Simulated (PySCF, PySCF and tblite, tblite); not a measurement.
# C₇H₉BN−: a path driven as rotation about a bond, and NMR exchange, part 1 of 2

How fast is rotation about a bond in C₇H₉BN− (`[bH-]1ccc(C2CC2)nc1`), and when do the exchanging lines merge?

Programs: PySCF 2.14.0 with density-fitted response routines of our own, and tblite 0.8.0. All values are computed, except where a source is named. Atoms count from 0 throughout.

## 1. The starting structure

18 atoms, charge -1, multiplicity 1; geometry from: force field or distance geometry start.

Bonds of the start (Å): B0–C1 1.49, B0–C8 1.49, B0–H9 1.17, C1–C2 1.38, C1–H10 1.08, C2–C3 1.41, C2–H11 1.09, C3–C4 1.50, C3–N7 1.37, C4–C5 1.52, C4–C6 1.51, C4–H12 1.11, C5–C6 1.51, C5–H13 1.10, C5–H14 1.12, C6–H15 1.12, C6–H16 1.11, C8–H17 1.08, N7–C8 1.36.

## 2. GFN2-xTB relaxation, start minimum

Job settings and geometry (Å):

```
{"job": {"xc": "GFN2-xTB", "basis": "xTB", "kind": "relax"}, "charge": -1, "multiplicity": 1}
B      2.810400    -0.506600    -0.121000
C      2.245600     0.824500     0.253000
C      0.889100     1.056700     0.129800
C      0.013200     0.067900    -0.363500
C     -1.448800     0.351400    -0.522200
C     -2.202800     0.652200     0.758000
C     -2.385700    -0.682200     0.065100
N      0.511600    -1.152500    -0.725200
C      1.826100    -1.495400    -0.636400
H      3.948300    -0.754800    -0.021700
H      2.903700     1.591100     0.638400
H      0.482600     2.028500     0.401000
H     -1.817800     0.875600    -1.429800
H     -3.053800     1.344500     0.640300
H     -1.609000     0.600400     1.701500
H     -1.912700    -1.532900     0.618000
H     -3.358900    -0.781500    -0.452700
H      2.150200    -2.480600    -0.944200
```

Command:

```bash
> OMP_NUM_THREADS=1 python ens_run.py task.json out
```

The driver reads the study from task.json and runs its stages one after another.

The program printed:

```text
step      E/eV     max force
  0    -649.36953    2.408
  1    -649.57600    0.985
  2    -649.70986    0.947
  3    -649.77198    0.659
  4    -649.80939    0.442
  5    -649.83414    0.354
  6    -649.85092    0.313
  7    -649.85883    0.202
  8    -649.86180    0.121
  9    -649.86328    0.077
 10    -649.86406    0.084
 11    -649.86474    0.073
 12    -649.86539    0.062
 13    -649.86586    0.050
 14    -649.86609    0.035
 15    -649.86621    0.023
 16    -649.86630    0.023
 17    -649.86639    0.026
 18    -649.86647    0.028
 19    -649.86655    0.032
 20    -649.86663    0.028
 21    -649.86672    0.024
 22    -649.86680    0.029
 23    -649.86690    0.032
 24    -649.86701    0.026
 25    -649.86715    0.031
 26    -649.86732    0.032
 27    -649.86748    0.028
 28    -649.86761    0.028
 29    -649.86777    0.030
 30    -649.86798    0.040
 31    -649.86821    0.045
 32    -649.86839    0.030
 33    -649.86849    0.027
 34    -649.86858    0.023
 35    -649.86866    0.024
 36    -649.86874    0.021
 37    -649.86880    0.019
 38    -649.86885    0.019
 39    -649.86892    0.018
 40    -649.86900    0.021
 41    -649.86908    0.025
 42    -649.86916    0.028
 43    -649.86926    0.028
 44    -649.86940    0.029
 45    -649.86960    0.034
 46    -649.86987    0.035
 47    -649.87017    0.037
 48    -649.87043    0.036
 49    -649.87063    0.027
 50    -649.87078    0.026
 51    -649.87091    0.028
 52    -649.87104    0.030
 53    -649.87121    0.038
 54    -649.87144    0.040
 55    -649.87177    0.051
 56    -649.87226    0.060
 57    -649.87299    0.063
 58    -649.87408    0.082
 59    -649.87553    0.099
 60    -649.87596    0.212
 61    -649.86973    0.395
 62    -649.87912    0.110
 63    -649.88070    0.117
 64    -649.88606    0.216
 65    -649.89037    0.156
 66    -649.89740    0.146
 67    -649.90154    0.184
 68    -649.90443    0.137
 69    -649.90859    0.169
 70    -649.91245    0.169
 71    -649.91475    0.173
 72    -649.91733    0.164
 73    -649.91906    0.179
 74    -649.92225    0.127
 75    -649.92525    0.096
 76    -649.92876    0.136
 77    -649.93053    0.101
 78    -649.93239    0.107
 79    -649.93477    0.090
 80    -649.93691    0.099
 81    -649.93897    0.129
 82    -649.94063    0.106
 83    -649.94142    0.192
 84    -649.94410    0.108
 85    -649.94622    0.089
 86    -649.94907    0.089
 87    -649.95022    0.082
 88    -649.95216    0.088
 89    -649.95329    0.079
 90    -649.95439    0.094
 91    -649.95525    0.073
 92    -649.95605    0.055
 93    -649.95646    0.057
 94    -649.95682    0.047
 95    -649.95724    0.039
 96    -649.95746    0.033
 97    -649.95768    0.029
 98    -649.95785    0.028
 99    -649.95801    0.028
100    -649.95816    0.027
101    -649.95830    0.022
102    -649.95841    0.022
103    -649.95852    0.021
104    -649.95862    0.022
105    -649.95874    0.021
106    -649.95885    0.016
107    -649.95895    0.019
108    -649.95903    0.020
109    -649.95908    0.019
110    -649.95913    0.018
111    -649.95918    0.013
112    -649.95921    0.014
113    -649.95924    0.016
114    -649.95928    0.017
115    -649.95933    0.019
116    -649.95937    0.019
117    -649.95942    0.016
118    -649.95946    0.014
119    -649.95950    0.013
120    -649.95954    0.011
121    -649.95957    0.012
122    -649.95960    0.012
123    -649.95962    0.012
124    -649.95964    0.007
125    -649.95965    0.007
126    -649.95966    0.007
127    -649.95966    0.005
128    -649.95967    0.006
129    -649.95967    0.005
130    -649.95968    0.004
131    -649.95968    0.004
132    -649.95968    0.003
```

Wall time 0.71 s (1 thread of Arm Neoverse V2, shared host).

Relaxing gained 0.590 eV and moved the atoms by 0.97 Å on average (rms).

## 3. Relaxed scan, rotation

Job settings and geometry (Å):

```
{"job": {"xc": "GFN2-xTB", "basis": "xTB", "coordinate": [["t", [2, 3, 4, 5], 0.16666666666666666], ["t", [2, 3, 4, 6], 0.16666666666666666], ["t", [2, 3, 4, 12], 0.16666666666666666], ["t", [7, 3, 4, 5], 0.16666666666666666], ["t", [7, 3, 4, 6], 0.16666666666666666], ["t", [7, 3, 4, 12], 0.16666666666666666]], "kind": "drive"}, "charge": -1, "multiplicity": 1}
B      2.816554    -0.494712    -0.080456
C      2.380491     0.910123    -0.381565
C      1.032099     1.209510    -0.357659
C      0.082118     0.232582    -0.059583
C     -1.365472     0.583123    -0.040677
C     -2.291260    -0.074121     0.946830
C     -2.391521    -0.413548    -0.507870
N      0.386808    -1.037934     0.218465
C      1.662705    -1.409380     0.215963
H      3.961453    -0.854244    -0.075574
H      3.056970     1.738460    -0.624487
H      0.672178     2.220840    -0.572021
H     -1.569472     1.626406    -0.270014
H     -3.084049     0.508745     1.400764
H     -1.850576    -0.815867     1.594670
H     -2.016145    -1.377674    -0.814076
H     -3.253813    -0.066416    -1.064835
H      1.762172    -2.479577     0.460470
```

The program printed:

```text
point  coordinate     E/eV
  0     44.700     -649.95349
  1     59.600     -649.93724
  2     74.600     -649.91526
  3     89.600     -649.89156
  4    104.700     -649.87209
  5    119.700     -649.86016
  6    134.800     -649.85716
  7    149.800     -649.85564
  8    165.000     -649.86590
  9    180.100     -649.89414
 10    195.100     -649.92891
 11    209.800     -649.94528
```

Run time: 2.5 s. Hardware: 1 thread of Arm Neoverse V2, shared host.

The highest point is number 7, 2.3 kcal/mol above the first.

## 4. Nudged elastic band, leg 1

The job, as its differences from that of step 3:

```diff
@@ -1,2 +1,2 @@
-{"job": {"xc": "GFN2-xTB", "basis": "xTB", "coordinate": [["t", [2, 3, 4, 5], 0.16666666666666666], ["t", [2, 3, 4, 6], 0.16666666666666666], ["t", [2, 3, 4, 12], 0.16666666666666666], ["t", [7, 3, 4, 5], 0.16666666666666666], ["t", [7, 3, 4, 6], 0.16666666666666666], ["t", [7, 3, 4, 12], 0.16666666666666666]], "kind": "drive"}, "charge": -1, "multiplicity": 1}
+{"job": {"xc": "GFN2-xTB", "basis": "xTB", "kind": "neb"}, "charge": -1, "multiplicity": 1}
 B      2.816554    -0.494712    -0.080456
```

The program printed:

```text
image   E - E0 / eV
  0       0.0000
  1       0.0246
  2       0.0733
  3       0.1042
  4       0.1041
  5       0.0629
  6       0.0130
```

It took 1.2 s on 1 thread of Arm Neoverse V2, shared host; peak memory 0.19 GiB.

The highest point is number 3, 2.4 kcal/mol above the first.

## 5. Saddle search, leg 1

Job settings and geometry (Å):

```
{"job": {"xc": "GFN2-xTB", "basis": "xTB", "kind": "saddle"}, "charge": -1, "multiplicity": 1}
B      2.831370    -0.503509    -0.116316
C      2.241350     0.804641     0.324575
C      0.881998     1.003159     0.176517
C      0.067892     0.021882    -0.389439
C     -1.407200     0.262121    -0.516038
C     -2.168249     0.721511     0.691230
C     -2.391539    -0.657176     0.147976
N      0.516777    -1.152275    -0.834807
C      1.812679    -1.428947    -0.716839
H      3.992078    -0.787072    -0.002592
H      2.807828     1.633847     0.766930
H      0.406182     1.930723     0.507712
H     -1.731612     0.667791    -1.474773
H     -2.954218     1.460360     0.589096
H     -1.610463     0.806933     1.613053
H     -2.003107    -1.495060     0.706072
H     -3.331177    -0.860419    -0.351256
H      2.039412    -2.428512    -1.121102
```

The program printed:

```text
step      E/eV     max force
  0    -649.85551   0.0505
  1    -649.86057   0.0630
  2    -649.86023   0.0331
  3    -649.85959   0.0189
  4    -649.85894   0.0177
  5    -649.85832   0.0207
  6    -649.85779   0.0091
  7    -649.85657   0.0508
  8    -649.85738   0.0062
  9    -649.85684   0.0185
 10    -649.85642   0.0214
 11    -649.85617   0.0110
 12    -649.85591   0.0349
 13    -649.85609   0.0037
lowest wavenumbers (cm-1): -34.1 119.3 182.5 268.0 367.3 405.4
```

Wall time 4.4 s (1 thread of Arm Neoverse V2, shared host); peak memory 0.2 GiB.

Point group C1; 1 imaginary mode, 34i cm⁻¹, carried by C5, C6. Steps downhill from it reached both ends.

## 6. Shieldings, start: BP86/pcSseg-1

Job settings and geometry (Å):

```
{"job": {"kind": "nmr", "xc": "BP86", "basis": "pcSseg-1", "pop": false}, "charge": -1, "multiplicity": 1}
B      2.816554    -0.494712    -0.080456
C      2.380491     0.910123    -0.381565
C      1.032099     1.209510    -0.357659
C      0.082118     0.232582    -0.059583
C     -1.365472     0.583123    -0.040677
C     -2.291260    -0.074121     0.946830
C     -2.391521    -0.413548    -0.507870
N      0.386808    -1.037934     0.218465
C      1.662705    -1.409380     0.215963
H      3.961453    -0.854244    -0.075574
H      3.056970     1.738460    -0.624487
H      0.672178     2.220840    -0.572021
H     -1.569472     1.626406    -0.270014
H     -3.084049     0.508745     1.400764
H     -1.850576    -0.815867     1.594670
H     -2.016145    -1.377674    -0.814076
H     -3.253813    -0.066416    -1.064835
H      1.762172    -2.479577     0.460470
```

The program printed:

```text
coarse grid: 15336 points
cycle   1  E = -351.4748339799  dE =  1.154e+00  |g| = 7.580e-01  |ddm| = 4.053e+00
cycle   2  E = -351.2194094651  dE =  2.554e-01  |g| = 1.221e+00  |ddm| = 3.251e+00
cycle   3  E = -351.6554756978  dE = -4.361e-01  |g| = 1.834e-01  |ddm| = 2.346e+00
cycle   4  E = -351.6615419752  dE = -6.066e-03  |g| = 1.005e-01  |ddm| = 2.766e-01
cycle   5  E = -351.6639473004  dE = -2.405e-03  |g| = 3.674e-02  |ddm| = 1.505e-01
cycle   6  E = -351.6642990532  dE = -3.518e-04  |g| = 1.486e-02  |ddm| = 5.082e-02
cycle   7  E = -351.6643546941  dE = -5.564e-05  |g| = 5.246e-03  |ddm| = 1.867e-02
cycle   8  E = -351.6643630108  dE = -8.317e-06  |g| = 1.286e-03  |ddm| = 7.122e-03
final grid: 149008 points
cycle   9  E = -351.7329875063  dE = -6.783e-05  |g| = 6.101e-03  |ddm| = 5.649e-02
cycle  10  E = -351.7329705116  dE =  1.699e-05  |g| = 9.965e-03  |ddm| = 1.703e-02
cycle  11  E = -351.7329958595  dE = -2.535e-05  |g| = 2.225e-03  |ddm| = 1.099e-02
cycle  12  E = -351.7329972187  dE = -1.359e-06  |g| = 4.558e-04  |ddm| = 2.928e-03
cycle  13  E = -351.7329972649  dE = -4.611e-08  |g| = 2.086e-04  |ddm| = 7.463e-04
cycle  14  E = -351.7329972750  dE = -1.017e-08  |g| = 6.799e-05  |ddm| = 2.733e-04
cycle  15  E = -351.7329972762  dE = -1.189e-09  |g| = 2.527e-05  |ddm| = 1.049e-04
cycle  16  E = -351.7329972764  dE = -1.963e-10  |g| = 6.927e-06  |ddm| = 3.189e-05
converged SCF energy = -351.7329972764

GIAO shielding tensors (ppm)
atom      isotropic    diamagn.    paramagn.     s11        s22        s33       span
  0 B       77.029     195.638    -118.609     22.109     73.062    135.917    113.809
  1 C       43.703     251.593    -207.890    -91.072     48.497    173.684    264.756
  2 C       54.841     254.252    -199.411    -54.979     79.717    139.786    194.765
  3 C       42.014     251.505    -209.491    -48.533     37.291    137.283    185.815
  4 C      159.326     246.364     -87.038    129.582    135.479    212.917     83.335
  5 C      172.721     252.491     -79.770    141.594    169.328    207.240     65.645
  6 C      172.662     252.503     -79.841    141.431    169.300    207.255     65.824
  7 N      -72.966     334.150    -407.116   -357.147   -154.613    292.862    650.009
  8 C       17.017     249.187    -232.170   -117.825     38.631    130.247    248.072
  9 H       26.879      31.092      -4.213     25.145     26.626     28.865      3.720
 10 H       24.494      30.337      -5.843     22.227     23.408     27.846      5.619
 11 H       24.704      34.143      -9.439     21.594     22.739     29.778      8.184
 12 H       30.336      33.515      -3.179     23.317     29.647     38.043     14.726
 13 H       31.668      30.810       0.857     25.883     28.014     41.106     15.223
 14 H       30.870      32.261      -1.391     24.575     29.356     38.678     14.103
 15 H       30.882      32.263      -1.382     24.593     29.375     38.677     14.084
 16 H       31.667      30.819       0.848     25.886     28.010     41.106     15.220
 17 H       22.937      30.581      -7.644     19.859     21.508     27.444      7.586
```

It took 38 s on 1 thread of Arm Neoverse V2, shared host; peak memory 0.7 GiB.

This run: HOMO -0.03 eV, LUMO 3.70 eV.

(Continued in part 2 of 2.)
